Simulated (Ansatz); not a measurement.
A nudged elastic band was laid between two geometries of a periodic cell of 17 atoms, GaSi$_{16}$ (host Si, host structure diamond, interstitial Ga).

These are results of DFT PBE-D3(BJ), scalar-relativistic, plane waves, PAW (Ansatz), not measurements. Settings: PAW set soft_1, cutoff 420 eV, k mesh 2x2x2, gaussian smearing 0.05 eV, spin collinear.

```
movable images  : 3
climbing image  : yes
spring          : 0.05 eV/Å²
optimiser       : fire
start path      : default
force threshold : 0.05 eV/Å
iteration limit : 50
end points      : relaxed
```

Image 0:

```xyz
17
Lattice="0.0000 5.4300 5.4300 5.4300 0.0000 5.4300 5.4300 5.4300 0.0000" Properties=species:S:1:pos:R:3
Si -0.013 -0.013 0.013
Si 1.359 1.358 1.326
Si 2.730 2.730 0.013
Si 4.074 4.073 1.357
Si 2.767 -0.050 2.664
Si 4.105 1.358 4.072
Si 5.417 2.730 2.700
Si 6.789 4.042 4.071
Si -0.048 2.765 2.665
Si 1.359 4.104 4.072
Si 2.730 5.417 2.700
Si 4.043 6.788 4.072
Si 2.767 2.766 5.480
Si 4.076 4.073 6.787
Si 5.383 5.382 5.478
Si 6.789 6.789 6.818
Ga 6.791 6.788 4.072
```

Image 4:

Only the atoms that move by more than 0.05 Å are listed.
```
Si2 1.308 1.308 1.308
Si4 4.123 4.123 1.307
Si5 2.718 -0.031 2.712
Si6 4.121 1.309 4.121
Si9 -0.031 2.717 2.713
Si10 1.308 4.122 4.122
Si13 2.715 2.715 5.462
Si15 5.433 5.428 5.420
Si16 6.771 6.770 6.769
Ga17 8.144 8.146 2.714
```

**Question.** What changes between the two ends?

**Answer.** Contacts lost: Si15–Ga17. Contacts made: Si4–Ga17. The atom that moves furthest is Ga17, by 2.35 Å; four of its nearest neighbours are Si5 2.44, Si13 2.44, Si15 2.44, Si9 2.44 Å at the first end and Si10 2.44, Si6 2.44, Si4 2.44, Si2 2.44 Å at the last.

**Question.** Give the energies along the band, and the barrier.

**Answer.** The forces met the threshold. The highest image is number 2 of 0 to 4, 0.73 eV above the ends, which have the same energy within 2 meV. The order of the stationary point at the top wasn't checked. Limits of this set-up: coarse k mesh, a small cell, in which the defect meets its images.

```csv
image,path coordinate (Å),energy (eV),Si15–Ga17 (Å),Si4–Ga17 (Å)
0,0.00,0.00,2.44,4.70
1,0.92,0.25,2.58,3.89
2,1.56,0.73,3.15,3.15
3,2.21,0.25,3.89,2.58
4,3.12,0.00,4.70,2.44
```

**Question.** What is the geometry of the highest image?

**Answer.** 
```xyz
17
Lattice="0.0000 5.4300 5.4300 5.4300 0.0000 5.4300 5.4300 5.4300 0.0000" Properties=species:S:1:pos:R:3:forces:R:3
Si -0.216 -0.217 0.216 0.00 0.00 0.00
Si 1.247 1.247 1.243 0.00 0.00 -0.04
Si 2.647 2.646 -0.014 0.00 0.00 0.01
Si 3.856 3.855 1.573 0.00 0.00 0.00
Si 2.828 -0.112 2.602 0.00 -0.04 0.00
Si 4.187 1.246 4.182 0.04 0.00 0.00
Si 5.443 2.646 2.783 0.00 0.00 0.00
Si 6.858 4.061 4.001 0.00 0.00 0.00
Si -0.112 2.826 2.602 -0.04 0.00 0.00
Si 1.247 4.186 4.183 0.00 0.04 0.00
Si 2.646 5.442 2.783 0.00 0.00 0.00
Si 4.062 6.857 4.001 0.00 0.00 0.00
Si 2.827 2.826 5.541 0.00 0.00 0.04
Si 4.290 4.289 6.569 0.00 0.00 0.00
Si 5.648 5.647 5.211 0.00 0.00 0.00
Si 6.858 6.857 6.798 0.00 0.00 0.00
Ga 7.467 7.467 3.392 0.00 0.00 0.00
```

The band took 24 iterations and roughly 8 core-minutes.

The run took 5 min on 2 threads of Arm Neoverse V2, on a shared host, peak memory 1.2 GiB.
